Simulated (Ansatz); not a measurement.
# C₃H₉InOSi₂: small, medium and large basis sets

The task here is to estimate one member of a computed series from the others.

Method: one geometry, several basis sets; program: Ansatz 0.2.0, Gaussian basis.

Levels to be run: PBE0-D4/def2-SVP; ωB97M-V/def2-SVP; PBE0-D4/def2-QZVPP; ωB97M-V/def2-QZVPP; the functionals' def2-TZVPP values are taken from earlier runs.

1 further run of the same task is left out (for a known fault of the program).

**The geometry**

The geometry comes from an earlier relaxation with PBE0-D4 in a triple-zeta def2 set; it is a stationary point, not always the lowest conformer. In takes the def2 core potential; no spin-orbit term is included.

16 atoms, charge 0, spin multiplicity 1.

Atoms are counted from 1 here; the program's logs count them from 0.

Bond lengths: C1–C2 1.206 Å, C1–H8 1.064 Å, C2–C3 1.432 Å, C3–Si4 1.884 Å, C3–In5 2.258 Å, C3–O6 1.447 Å, Si4–H9 1.486 Å, Si4–H10 1.490 Å, Si4–H11 1.486 Å, In5–H12 1.718 Å, In5–H13 1.723 Å, O6–Si7 1.638 Å, Si7–H14 1.479 Å, Si7–H15 1.521 Å, Si7–H16 1.481 Å. Angles: C2–C1–H8 180.0°, C1–C2–C3 178.6°, C2–C3–Si4 111.5°, C2–C3–In5 107.9°, C2–C3–O6 112.8°, Si4–C3–In5 108.2°, Si4–C3–O6 108.4°, In5–C3–O6 108.0°, C3–Si4–H9 108.9°, C3–Si4–H10 107.1°, C3–Si4–H11 112.2°, H9–Si4–H10 109.0°, H9–Si4–H11 109.9°, H10–Si4–H11 109.6°, C3–In5–H12 118.1°, C3–In5–H13 114.6°, H12–In5–H13 127.0°, C3–O6–Si7 117.4° and more.

The first run:

in.yaml reads:

```yaml
crystal:
  periodic: [false, false, false]
  atoms:
    - {symbol: C, position_ang: [2.514300, 0.793598, 0.549350]}
    - {symbol: C, position_ang: [1.473556, 0.274689, 0.228675]}
    - {symbol: C, position_ang: [0.237846, -0.322735, -0.180423]}
    - {symbol: Si, position_ang: [0.517367, -1.681437, -1.455313]}
    - {symbol: In, position_ang: [-1.028700, 1.285826, -1.132130]}
    - {symbol: O, position_ang: [-0.507967, -0.882302, 0.926462]}
    - {symbol: Si, position_ang: [-1.192588, 0.168051, 1.980352]}
    - {symbol: H, position_ang: [3.431887, 1.251843, 0.832012]}
    - {symbol: H, position_ang: [-0.793206, -2.280863, -1.815951]}
    - {symbol: H, position_ang: [1.103426, -1.035487, -2.662801]}
    - {symbol: H, position_ang: [1.437149, -2.737499, -0.957913]}
    - {symbol: H, position_ang: [-0.364237, 2.863616, -1.269830]}
    - {symbol: H, position_ang: [-2.522789, 0.728075, -1.785486]}
    - {symbol: H, position_ang: [-2.297649, -0.517884, 2.683544]}
    - {symbol: H, position_ang: [-1.756106, 1.292062, 1.125094]}
    - {symbol: H, position_ang: [-0.252268, 0.800437, 2.934369]}
basis:
  gaussian: {orbitals: def2-SVP}
hamiltonian: {xc: pbe0, dispersion: d4}
output: {orbitals: {seedname: orbitals}}
```

Started as:

```sh
$ ansatz run in.yaml --threads 2 --pin off --events-out ev --progress --plain --max-ram 22528MiB --backend cpu
```

Among the steps run: PBE0-D4 in def2-SVP; ωB97M-V in def2-SVP; PBE0-D4 in def2-QZVPP; ωB97M-V in def2-QZVPP.

One table of the session follows, with a row left open; its other results are not shown here.

It belongs to the step «Density functionals: the series». 

| functional | basis | HOMO (eV) | LUMO (eV) |
| --- | --- | --- | --- |
| PBE0-D4 | def2-SVP | -6.41 | -1.63 |
| PBE0-D4 | def2-TZVPP | -6.45 | -1.70 |
| PBE0-D4 | def2-QZVPP | -6.47 | -1.72 |
| ωB97M-V | def2-SVP | -8.45 | 0.06 |
| ωB97M-V | def2-TZVPP | ? | ? |
| ωB97M-V | def2-QZVPP | -8.53 | -0.11 |

Q: Estimate the row for ωB97M-V, def2-TZVPP from the others.

The run gave: HOMO (eV): -8.52; LUMO (eV): -0.07. In the column «HOMO (eV)» it lies between ωB97M-V, def2-QZVPP (-8.53) and ωB97M-V, def2-SVP (-8.45).
